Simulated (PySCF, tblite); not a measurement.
# C₃H₈O₂Si₂: geometry, infrared bands and NMR shifts

What infrared bands and NMR shifts should C₃H₈O₂Si₂ (`COC1=C[SiH2]O[SiH2]1`) show?

Computed with tblite 0.8.0 and PySCF 2.14.0, with density-fitted response routines of our own, on a single molecule in the gas phase. Atoms count from 0, in the outputs and in this text.

**1. Starting geometry**

15 atoms, charge 0, multiplicity 1; geometry from: force field or distance geometry start.

Bonds of the start (Å): C0–O1 1.42, O1–C2 1.39, C2–C3 1.35, C3–Si4 1.89, Si4–O5 1.70, O5–Si6 1.71, Si6–C2 1.94, C0–H7 1.10, C0–H8 1.10, C0–H9 1.09, C3–H10 1.08, Si4–H11 1.48, Si4–H12 1.48, Si6–H13 1.48, Si6–H14 1.49.

**2. Relaxing the molecule with GFN2-xTB**

Job settings and geometry (Å):

```
{"job": {"kind": "relax", "xc": "GFN2-xTB", "basis": "xTB"}, "charge": 0, "multiplicity": 1}
C     -2.487000    -0.565700    -0.339700
O     -1.693200     0.504400     0.146600
C     -0.323200     0.298600     0.122100
C      0.361100    -0.765800    -0.336100
Si     2.236300    -0.612500    -0.181000
O      2.316800     0.949500     0.496300
Si     0.818000     1.723000     0.778200
H     -3.537100    -0.257400    -0.240600
H     -2.345500    -1.476200     0.253700
H     -2.294900    -0.750500    -1.393700
H     -0.045100    -1.685500    -0.743000
H      2.786500    -1.622300     0.747300
H      2.867400    -0.621600    -1.516800
H      0.630200     1.938700     2.234500
H      0.705600     2.951500    -0.049700
```

Launch:

```sh
OMP_NUM_THREADS=1 python probes_run.py task.json out
```

The driver reads the jobs from task.json and runs them one after another.

**Question.** This job is followed by: GFN2-xTB harmonic vibrations, gas phase; GIAO PBE0/pcSseg-1 NMR shielding, non-relativistic, gas phase. Predict these results of the whole session: strongest single infrared mode (GFN2-xTB); zero-point energy (GFN2-xTB); 13C shifts against TMS (PBE0/pcSseg-1); 1H shifts against TMS (PBE0/pcSseg-1, means over atoms taken as alike); 17O shifts against H2O (PBE0/pcSseg-1); 29Si shifts against TMS (PBE0/pcSseg-1).

The runs gave:

| quantity | value |
| --- | --- |
| strongest single infrared mode (GFN2-xTB) | 2293 cm⁻¹, 572 km/mol |
| zero-point energy (GFN2-xTB) | 63.0 kcal/mol |
| 13C shifts against TMS (PBE0/pcSseg-1) | 187.6, 104.8, 57.2 ppm |
| 1H shifts against TMS (PBE0/pcSseg-1, means over atoms taken as alike) | 5.58, 5.14, 5.09, 3.84 ppm |
| 17O shifts against H2O (PBE0/pcSseg-1) | 146.0, 11.0 ppm |
| 29Si shifts against TMS (PBE0/pcSseg-1) | -5.6, -25.3 ppm |

What this shows: Relaxing lowered the energy by 0.235 eV in 32 steps; the close pair that moved most is O5–Si6, from 1.710 to 1.631 Å. No mode is imaginary among the 39: a minimum at this level. The strongest single mode, at 2293 cm⁻¹, moves mainly H13 and H14. Unscaled tight-binding wavenumbers are off by several per cent, some by more. Its intensities can rank the bands wrongly. C2 (alkene carbon bearing oxygen) lies farthest downfield among carbon, at 187.6 ppm; an sp2 carbon further deshielded by the attached heteroatom. At PBE0/pcSseg-1: The largest span, 299 ppm, is at O1, where the paramagnetic term is -208 ppm.
